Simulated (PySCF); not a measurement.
# C4H3F3: electronic excitations and core binding energies

Wanted: the electronic excitations and core binding energies of C4H3F3 (`FC(F)(F)C1=CC1`), by calculation.

Programs: PySCF 2.14.0, with density-fitted response routines of our own. Each step states its level of theory. These are calculated values for one molecule in the gas phase, unless marked as measured. Atoms are numbered from 0 throughout.

## Step 1: The starting structure

10 atoms, charge 0, multiplicity 1; geometry from: GFN2-xTB.

Bonds of the start (Å): F0–C1 1.34, C1–F2 1.34, C1–F3 1.34, C1–C4 1.47, C4–C5 1.30, C5–C6 1.50, C6–C4 1.50, C5–H7 1.06, C6–H8 1.08, C6–H9 1.08.

## Step 2: Ultraviolet spectrum: wB97X-D/def2-SVPD

The job: settings as JSON, then the geometry in Å.

```
{"job": {"kind": "uv", "xc": "wB97X-D", "basis": "def2-SVPD", "nstates": 8, "ntriplets": 3}, "charge": 0, "multiplicity": 1}
F      2.029270    -0.547893    -0.870325
C      1.431454     0.072662     0.161989
F      1.787467    -0.604932     1.267586
F      1.996268     1.287365     0.257932
C     -0.026341     0.145316    -0.000967
C     -1.122731     0.837338    -0.105500
C     -1.289491    -0.654322    -0.167029
H     -1.611575     1.779247    -0.134673
H     -1.490667    -1.128955    -1.118970
H     -1.694770    -1.181170     0.687431
```

With the program's defaults for keys left out, this is: TDDFT wB97X-D/def2-SVPD, vertical, gas phase, core orbitals frozen in the response.

The run is started by

```sh
$ OMP_NUM_THREADS=1 python probes_run.py task.json out
```

The driver reads the jobs from task.json and runs them one after another.

The program printed:

```text
coarse grid: 9464 points
cycle   1  E = -452.9967564984  dE =  1.415e+00  |g| = 9.086e-01  |ddm| = 4.408e+00
cycle   2  E = -452.9760529981  dE =  2.070e-02  |g| = 1.053e+00  |ddm| = 1.958e+00
cycle   3  E = -453.1526510983  dE = -1.766e-01  |g| = 7.628e-02  |ddm| = 1.040e+00
cycle   4  E = -453.1536235541  dE = -9.725e-04  |g| = 3.690e-02  |ddm| = 1.593e-01
cycle   5  E = -453.1539336914  dE = -3.101e-04  |g| = 1.084e-02  |ddm| = 7.432e-02
cycle   6  E = -453.1539592912  dE = -2.560e-05  |g| = 1.744e-03  |ddm| = 1.803e-02
cycle   7  E = -453.1539601284  dE = -8.373e-07  |g| = 5.215e-04  |ddm| = 5.814e-03
final grid: 95760 points
cycle   8  E = -453.2153021815  dE = -1.353e-04  |g| = 7.964e-03  |ddm| = 1.738e-01
cycle   9  E = -453.2153045683  dE = -2.387e-06  |g| = 8.208e-03  |ddm| = 2.347e-02
cycle  10  E = -453.2153140895  dE = -9.521e-06  |g| = 6.510e-04  |ddm| = 5.611e-03
cycle  11  E = -453.2153141679  dE = -7.841e-08  |g| = 4.640e-04  |ddm| = 2.426e-03
cycle  12  E = -453.2153142129  dE = -4.500e-08  |g| = 1.164e-04  |ddm| = 7.805e-04
cycle  13  E = -453.2153142163  dE = -3.473e-09  |g| = 2.695e-05  |ddm| = 2.471e-04
cycle  14  E = -453.2153142166  dE = -2.664e-10  |g| = 9.421e-06  |ddm| = 8.174e-05
converged SCF energy = -453.2153142166

Static polarisability (au): isotropic 47.538, principal 38.878 47.696 56.039

Singlet excitations
state   eV       nm        f      main configurations
  1   6.2852    197.3   0.11001   H->L 0.95
  2   6.4557    192.1   0.00104   H-1->L 0.99
  3   7.4610    166.2   0.00001   H-2->L 0.96
  4   7.9871    155.2   0.00256   H->L+1 0.92
  5   8.5222    145.5   0.02425   H->L+2 0.94
  6   8.6722    143.0   0.00544   H->L+4 0.53, H->L+3 0.26, H->L+6 0.11
  7   9.1928    134.9   0.02891   H->L+6 0.49, H->L+3 0.45
  8   9.3079    133.2   0.03920   H-1->L+1 0.89

Triplet excitations (Tamm-Dancoff, eV): 3.9938 6.0545 7.0418
```

It took 29 s on 1 thread of Arm Neoverse V1, shared host; peak memory 0.72 GiB.

Frontier orbitals and where they lie:

```csv
orbital,eV,atoms
HOMO−3,-13.90,"F3 33 %, F0 33 %, F2 33 %"
HOMO−2,-12.65,"C5 29 %, C4 28 %, C6 18 %"
HOMO−1,-11.33,"C6 39 %, C4 20 %, C5 20 %"
HOMO,-10.01,"C4 31 %, C5 28 %, C6 18 %"
LUMO,0.76,"C5 38 %, C4 32 %, H7 7 %"
LUMO+1,2.35,"C5 30 %, C6 20 %, H7 10 %"
LUMO+2,2.82,"H7 24 %, C5 17 %, C6 15 %"
```

With each of the 8 states as a Gaussian band of 0.4 eV half-width at 1/e, the curve within the window shown has maxima at 197 nm (ε 4,500), 134 nm (ε 2,800) L/(mol cm). Beyond the last state computed it falls off for lack of states. The curve at chosen wavelengths:

nm, ε (L/mol/cm) and a bar:
```
      129       1305 #########
      133       2680 ##################
      136       2555 #################
      140       1681 ###########
      143       1417 #########
      147       1161 ########
      150        794 #####
      154        363 ##
      157        187 #
      161         77 
      165         28 
      168         14 
      172         26 
      175         88 
      179        356 ##
      182        812 #####
      186       1847 ############
      190       3160 #####################
      193       4000 ###########################
      197       4489 ##############################
      200       4275 #############################
      204       3409 #######################
      207       2578 #################
      211       1560 ##########
      214        979 ######
      218        474 ###
```

Leading natural transition orbitals of singlet state 1: the hole lies on C4, C5 about 28 % each; H8, H9 about 16 % each; C6 7 %; the particle on C4, C5 about 32 % each; H7 14 %; C1 6 %.

Further results of this job:

```csv
property,computed
dipole moment (D),2.67
polarisability (Å³),7.04
HOMO–LUMO gap (eV),10.77
−ε(HOMO) (eV),10.01
```

The fields below are evaluated on a grid from the run's orbitals.

Frontier orbitals at wB97X-D/def2-SVPD, with the share of their density that lies nearest to each atom:

```csv
orbital,energy (eV),lies on
HOMO,-10.01,"C4, C5 about 32 % each; H8, H9 about 12 % each"
LUMO,0.76,"C4, C5 about 33 % each; H7 13 %; C1 7 %"
```

ELF in a plane through or near 6 of the atoms.

Ten even steps from '0' (0.00) to '9' (1.00):
```
0000000000000000000000000000
0000000000000000000000000000
0000000000000000000000000000
0000000000000000000000000000
0000000000000000000000000000
0000000000000000000000000000
0000000000000123333210000000
0000000001000366656541000000
0000000123234688422551000000
0000000231288458502652100000
0000022562498455679863100000
0000368677345687127752000000
0001378258201675227741000000
0000257888400136899981000000
0000012444100016999994000000
0000000010000004899981000000
0000000000000000366520000000
0000000000000000000000000000
0000000000000000000000000000
0000000000000000000000000000
```
The map spans 9.4 Å across and 9.0 Å up, centred on the molecule. Atoms in the plane (x, y in Å): C1 (-1.4, 0.0), F3 (-2.1, -1.1), C4 (0.0, -0.1), C5 (1.1, -0.9), C6 (1.3, 0.5), H7 (1.5, -1.9).

log10 of the density (e/Å³) in the same plane.

Ten even steps from '0' (-4.0) to '9' (1.5):
```
0000000000000000000000000000
0000000000000000000000000000
0000000000000000000000000000
0000000000000001111110000000
0000011111111122222221100000
0000122333222233344332210000
0001234455443445556554321000
0011244566555556677664321100
0012345667666667788765422100
0012345678777777787765422100
0013456777777997777664321000
0023467887666777997654321000
0023468998655667887654321000
0023467887554556777654310000
0012345555433345666653210000
0000123333222234455443200000
0000011111111123333331100000
0000000000000011222210000000
0000000000000000000000000000
0000000000000000000000000000
```
The map spans 9.4 Å across and 9.0 Å up, centred on the molecule. Atoms in the plane (x, y in Å): C1 (-1.4, 0.0), F3 (-2.1, -1.1), C4 (0.0, -0.1), C5 (1.1, -0.9), C6 (1.3, 0.5), H7 (1.5, -1.9).

On the surface of density 0.002 e/bohr³ the electrostatic potential runs, from the 1st to the 99th percentile, from -0.59 V near F3 to 1.57 V near H7.

## Step 3: Core-electron binding energies: SCAN, X2C

Settings changed since step 2:

```diff
@@ -1,2 +1,2 @@
-{"job": {"kind": "uv", "xc": "wB97X-D", "basis": "def2-SVPD", "nstates": 8, "ntriplets": 3}, "charge": 0, "multiplicity": 1}
+{"job": {"kind": "xps"}, "charge": 0, "multiplicity": 1}
 F      2.029270    -0.547893    -0.870325
```

With the program's defaults for keys left out, this is: delta-SCF UKS SCAN, pcX-2 on the ionised atom, pcseg-1 elsewhere, spin-free X2C.

The program printed:

```text
ground state, core basis on atom 0 (F), 144 functions
  cycle   1  E = -453.67348633  |g| = 9.02e-01
  cycle   2  E = -453.38970664  |g| = 1.61e+00
  cycle   3  E = -453.80277489  |g| = 1.84e-01
  cycle   4  E = -453.80909882  |g| = 1.03e-01
  cycle   5  E = -453.81167344  |g| = 2.83e-02
  cycle   6  E = -453.81185429  |g| = 7.54e-03
  cycle   7  E = -453.81186264  |g| = 3.25e-03
  cycle   8  E = -453.81186446  |g| = 1.09e-03
  cycle   9  E = -453.81186362  |g| = 2.51e-04
  E(ground) = -453.81133716 Eh
hole in F 1s of atom 0
  cycle   1  E = -427.41811133  |g| = 2.58e+00
  cycle   2  E = -426.57791042  |g| = 2.46e+00
  cycle   3  E = -427.91691142  |g| = 8.88e-01
  cycle   4  E = -428.13825484  |g| = 5.95e-01
  cycle   5  E = -428.28672971  |g| = 1.91e-01
  cycle   6  E = -428.30444979  |g| = 7.35e-02
  cycle   7  E = -428.30666069  |g| = 2.41e-02
  cycle   8  E = -428.30683786  |g| = 8.51e-03
  cycle   9  E = -428.30687179  |g| = 2.51e-03
  cycle  10  E = -428.30687454  |g| = 1.26e-03
  cycle  11  E = -428.30687541  |g| = 5.29e-04
  cycle  12  E = -428.30687539  |g| = 3.72e-04
  E(ion) = -428.31348520 Eh   <S^2> = 0.7575   hole on atom = 1.000   binding energy = 693.832 eV
ground state, core basis on atom 1 (C), 144 functions
  cycle   1  E = -453.77893591  |g| = 1.12e-01
  cycle   2  E = -453.77558478  |g| = 1.72e-01
  cycle   3  E = -453.78024971  |g| = 2.36e-02
  cycle   4  E = -453.78022270  |g| = 2.41e-02
  cycle   5  E = -453.78037379  |g| = 2.46e-03
  cycle   6  E = -453.78037478  |g| = 7.17e-04
  cycle   7  E = -453.78037532  |g| = 1.23e-04
  E(ground) = -453.77681473 Eh
hole in C 1s of atom 1
  cycle   1  E = -442.26807306  |g| = 1.50e+00
  cycle   2  E = -437.29791862  |g| = 3.53e+00
  cycle   3  E = -442.54527053  |g| = 7.02e-01
  cycle   4  E = -442.62836129  |g| = 6.22e-01
  cycle   5  E = -442.79210116  |g| = 1.56e-01
  cycle   6  E = -442.79928521  |g| = 1.07e-01
  cycle   7  E = -442.80459552  |g| = 1.99e-02
  cycle   8  E = -442.80473055  |g| = 7.24e-03
  cycle   9  E = -442.80475649  |g| = 2.71e-03
  cycle  10  E = -442.80476304  |g| = 1.53e-03
  cycle  11  E = -442.80476392  |g| = 9.05e-04
  cycle  12  E = -442.80476538  |g| = 7.44e-04
  cycle  13  E = -442.80476645  |g| = 4.96e-04
  E(ion) = -442.80438412 Eh   <S^2> = 0.7728   hole on atom = 1.000   binding energy = 298.575 eV
ground state, core basis on atom 4 (C), 144 functions
  cycle   1  E = -453.77194617  |g| = 6.15e-02
  cycle   2  E = -453.77167987  |g| = 4.12e-02
  cycle   3  E = -453.77150332  |g| = 4.72e-02
  cycle   4  E = -453.77205951  |g| = 9.46e-03
  cycle   5  E = -453.77207715  |g| = 1.30e-03
  cycle   6  E = -453.77207788  |g| = 3.61e-04
  E(ground) = -453.77059536 Eh
hole in C 1s of atom 4
  cycle   1  E = -442.47474192  |g| = 1.52e+00
  cycle   2  E = -441.41856261  |g| = 2.09e+00
  cycle   3  E = -442.90473567  |g| = 5.80e-01
  cycle   4  E = -443.00158638  |g| = 3.24e-01
  cycle   5  E = -443.04495043  |g| = 7.57e-02
  cycle   6  E = -443.04723922  |g| = 2.34e-02
  cycle   7  E = -443.04747398  |g| = 1.33e-02
  cycle   8  E = -443.04757901  |g| = 5.82e-03
  cycle   9  E = -443.04761235  |g| = 3.63e-03
  cycle  10  E = -443.04763737  |g| = 2.12e-03
  cycle  11  E = -443.04764889  |g| = 1.09e-03
  cycle  12  E = -443.04765054  |g| = 3.22e-04
  E(ion) = -443.04640435 Eh   <S^2> = 0.8089   hole on atom = 1.000   binding energy = 291.820 eV
ground state, core basis on atom 5 (C), 144 functions
  cycle   1  E = -453.77014109  |g| = 5.93e-02
  cycle   2  E = -453.76973626  |g| = 4.55e-02
  cycle   3  E = -453.76962762  |g| = 4.93e-02
  cycle   4  E = -453.77024448  |g| = 7.17e-03
  cycle   5  E = -453.77025569  |g| = 1.03e-03
  cycle   6  E = -453.77025291  |g| = 2.38e-04
  E(ground) = -453.76849672 Eh
hole in C 1s of atom 5
  cycle   1  E = -442.47309719  |g| = 1.51e+00
  cycle   2  E = -441.42468063  |g| = 2.02e+00
  cycle   3  E = -442.91972720  |g| = 5.42e-01
  cycle   4  E = -443.01122522  |g| = 3.16e-01
  cycle   5  E = -443.04584595  |g| = 1.07e-01
  cycle   6  E = -443.04977965  |g| = 3.29e-02
  cycle   7  E = -443.05018035  |g| = 1.22e-02
  cycle   8  E = -443.05030308  |g| = 6.64e-03
  cycle   9  E = -443.05035788  |g| = 4.06e-03
  cycle  10  E = -443.05040250  |g| = 4.37e-03
  cycle  11  E = -443.05043221  |g| = 2.06e-03
  cycle  12  E = -443.05044118  |g| = 1.50e-03
  cycle  13  E = -443.05044603  |g| = 5.34e-04
  cycle  14  E = -443.05044584  |g| = 1.81e-04
  E(ion) = -443.04878223 Eh   <S^2> = 0.8306   hole on atom = 1.000   binding energy = 291.698 eV
ground state, core basis on atom 6 (C), 144 functions
  cycle   1  E = -453.76862042  |g| = 5.86e-02
  cycle   2  E = -453.76831272  |g| = 3.94e-02
  cycle   3  E = -453.76813796  |g| = 4.70e-02
  cycle   4  E = -453.76870934  |g| = 8.45e-03
  cycle   5  E = -453.76872471  |g| = 7.54e-04
  cycle   6  E = -453.76872434  |g| = 2.51e-04
  E(ground) = -453.76648034 Eh
hole in C 1s of atom 6
  cycle   1  E = -442.48491542  |g| = 1.51e+00
  cycle   2  E = -441.73796283  |g| = 1.88e+00
  cycle   3  E = -442.98973272  |g| = 3.78e-01
  cycle   4  E = -443.03448378  |g| = 1.93e-01
  cycle   5  E = -443.04556097  |g| = 8.07e-02
  cycle   6  E = -443.04755343  |g| = 2.17e-02
  cycle   7  E = -443.04768107  |g| = 1.45e-02
  cycle   8  E = -443.04777918  |g| = 6.43e-03
  cycle   9  E = -443.04780317  |g| = 1.75e-03
  cycle  10  E = -443.04780618  |g| = 1.07e-03
  cycle  11  E = -443.04780761  |g| = 4.01e-04
  E(ion) = -443.04539310 Eh   <S^2> = 0.7727   hole on atom = 1.000   binding energy = 291.736 eV
```

Run time: 37 s. Hardware: 1 thread of Arm Neoverse V1, shared host; peak memory 0.51 GiB.

Binding energies by hole, beside the orbital energy of the ground state; the difference holds orbital relaxation and, for a density functional, its self-interaction error:

```csv
hole,stands for,environment,ΔSCF (eV),−ε (eV),⟨S²⟩
F1s on F0,"F0, F2, F3",fluorine of a CF3 group,693.83,667.8,0.758
C1s on C1,C1,CF3 carbon,298.58,280.9,0.773
C1s on C4,C4,fully substituted alkene carbon,291.82,275.1,0.809
C1s on C5,C5,alkene CH,291.70,275.1,0.831
C1s on C6,C6,three-membered-ring carbon,291.74,274.7,0.773
```

Each hole run stands for the others of its class of like atoms.

## Step 4: Outcome

| quantity | value |
| --- | --- |
| lowest singlet (wB97X-D/def2-SVPD) | 6.29 eV (197 nm), f = 0.110 |
| lowest triplet | 3.99 eV |
| surface potential, 1st and 99th percentile | -0.59 V and 1.57 V |
| C1s binding energies, SCAN/pcX-2 | C1 298.58, C4 291.82, C6 291.74, C5 291.70 eV |
| F1s binding energies, SCAN/pcX-2 | F0 693.83 eV |

The lowest singlet, at 6.29 eV, is HOMO→LUMO 0.95 and is bright. The lowest triplet lies 2.29 eV below the lowest singlet (triplets in Tamm-Dancoff, singlets in full TDDFT). The C1s levels kept as sound span 6.88 eV, from C5 (alkene CH) up to C1 (CF3 carbon).
